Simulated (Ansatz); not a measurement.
EuRh2, space group Fd-3m, a single point from a YAML input

Program: Ansatz 0.2.0 through its Python package.

`input.yaml`
```yaml
crystal:
  lattice:
    - [0.0, 3.761, 3.761]
    - [3.761, 0.0, 3.761]
    - [3.761, 3.761, 0.0]
  atoms:
    - { symbol: Eu, position: [0.0, 0.0, 0.0], spin: 7.0 }
    - { symbol: Eu, position: [0.25, 0.25, 0.25], spin: 7.0 }
    - { symbol: Rh, position: [0.625, 0.625, 0.625] }
    - { symbol: Rh, position: [0.125, 0.625, 0.625] }
    - { symbol: Rh, position: [0.625, 0.625, 0.125] }
    - { symbol: Rh, position: [0.625, 0.125, 0.625] }
magnetization:
  spin_polarized: true
kpoints:
  mp_grid: { grid: [5, 5, 5] }
hamiltonian:
  xc: r2scan
scf:
  occupations: { method: cold, width: 0.1 }
output:
  forces: true
```

The cells in order, each with its output:

**Cell 1**
```python
import ansatz as az
```

**Cell 2**
```python
planned = az.Session.from_deck("input.yaml").plan(threads=1, pin="off")
result = planned.execute()
summary = result.report
```
Output:
```text
DeckWarning: basis.ecutwfc = 500 eV, auto-derived from the records' recommended cutoffs: set by Eu (their level for a meta-GGA)
```

**Cell 3**
```python
[(site.symbol, site.position_frac.round(4).tolist()) for site in result.lattice.sites]
```
Output:
```text
[(<Element.EU: 'Eu'>, [0.0, 0.0, 0.0]), (<Element.EU: 'Eu'>, [0.25, 0.25, 0.25]),
 (<Element.RH: 'Rh'>, [0.625, 0.625, 0.625]), (<Element.RH: 'Rh'>, [0.125, 0.625, 0.625]),
 (<Element.RH: 'Rh'>, [0.625, 0.625, 0.125]), (<Element.RH: 'Rh'>, [0.625, 0.125, 0.625])]
```

**Cell 4**
```python
summary["mixing_algorithm"], summary["preconditioner"], summary["eigensolver"]
```
Output:
```text
('Broyden', 'Kerker', 'band_cg')
```

**Cell 5**
```python
summary["kweights"]
```
Output:
```text
[0.008, 0.064, 0.064, 0.048, 0.192, 0.192, 0.096, 0.048, 0.096, 0.192]
```

**Cell 6**
```python
energy = summary["free_energy_ev"]
print("EuRh2: {:.6f} eV = {:.6f} Ry = {:.6f} Ha".format(energy, energy / 13.605693, energy / 27.211386))
print("Fermi level {:.4f} eV, {} k-points, {} symmetry operations".format(summary["fermi_energy_ev"], summary["n_kpoints"], summary["n_symmetry_ops"]))

# forces in eV per angstrom
print("forces (eV/A)")
for site, force in zip(result.lattice.sites, summary["forces_ev_ang"]):
    print(f"  {site.symbol:2s} {force[0]:9.4f} {force[1]:9.4f} {force[2]:9.4f}")
```
Output:
```text
EuRh2: -43224.538157 eV = -3176.944986 Ry = -1588.472493 Ha
Fermi level 18.6605 eV, 10 k-points, 48 symmetry operations
forces (eV/A)
  Eu    0.0000   -0.0000    0.0000
  Eu   -0.0000    0.0000    0.0000
  Rh    0.0000   -0.0000   -0.0000
  Rh    0.0000   -0.0000    0.0000
  Rh    0.0000   -0.0000    0.0000
  Rh    0.0000   -0.0000   -0.0000
```

**Cell 7**
```python
print("site moments (muB):", [round(m, 2) for m in summary["site_moments_mub"]])
print("electrons up, down:", [round(n, 3) for n in summary["spin_occupation_sums"]])
```
Output:
```text
site moments (muB): [6.72, 6.72, -0.21, -0.21, -0.21, -0.21]
electrons up, down: [57.587, 44.413]
```

**Cell 8**
```python
used = summary["setup"]
print("cutoffs (eV):", used["ecut_ev"], used["ecutrho_ev"], " FFT grid:", used["fft_dense"])
print("cell volume {:.3f} A^3, {} symmetry operations".format(used["cell_volume_ang3"], used["n_sym_ops"]))
```
Output:
```text
cutoffs (eV): 500.0 2000.0  FFT grid: [40, 40, 40]
cell volume 106.400 A^3, 48 symmetry operations
```

**Cell 9**
```python
print("energy terms (eV)")
for term, value in summary["components"].items():
    if abs(value) > 1e-9:
        print(f"  {term:26s} {value:16.5f}")
```
Output:
```text
energy terms (eV)
  e_band                           -374.86067
  e_kinetic                        3020.04706
  e_local                        -10339.45297
  e_nonlocal                       2345.87854
  e_hartree                        3867.37220
  e_xc                            -1219.31229
  e_vxc                           -1723.16357
  e_paw                          -27220.55267
  e_vpaw                          -1525.75139
  e_augmentation_tail                 0.00238
  e_vtau                            112.83869
  e_ewald                        -13677.63864
  e_core_change                      -0.91835
  e_smearing                          0.03659
```

Total energies depend on the potentials; only differences at equal settings carry meaning. A total without «per atom» is that of the cell as typed. Open f shells: without a Hubbard U, without spin-orbit coupling, without spin; the state reached hangs on the start and needn't be the lowest. The energy terms are those on the plane-wave grid, with the one-centre PAW part apart; e_band, e_vxc and e_vpaw aren't summands of the total. For a metal this k-point mesh is coarse: on a finer one energies can move by several to tens of meV an atom and pressures by half a GPa or more, differences at one mesh by less. Only differences from the Fermi energy are physical; the zero of the scale is a convention. The starting cell is as deposited in a crystallographic database; the results hold for this polymorph, which needn't be the stable one. Levels are Kohn-Sham eigenvalues on this mesh, without spin-orbit coupling. Warnings are shown shortened and without file and line. The whole script took 82 s on 1 thread of Arm Neoverse V1, on a shared host, peak memory 0.9 GiB.

(Lines on the test bed's own set-up are left out of the output.)
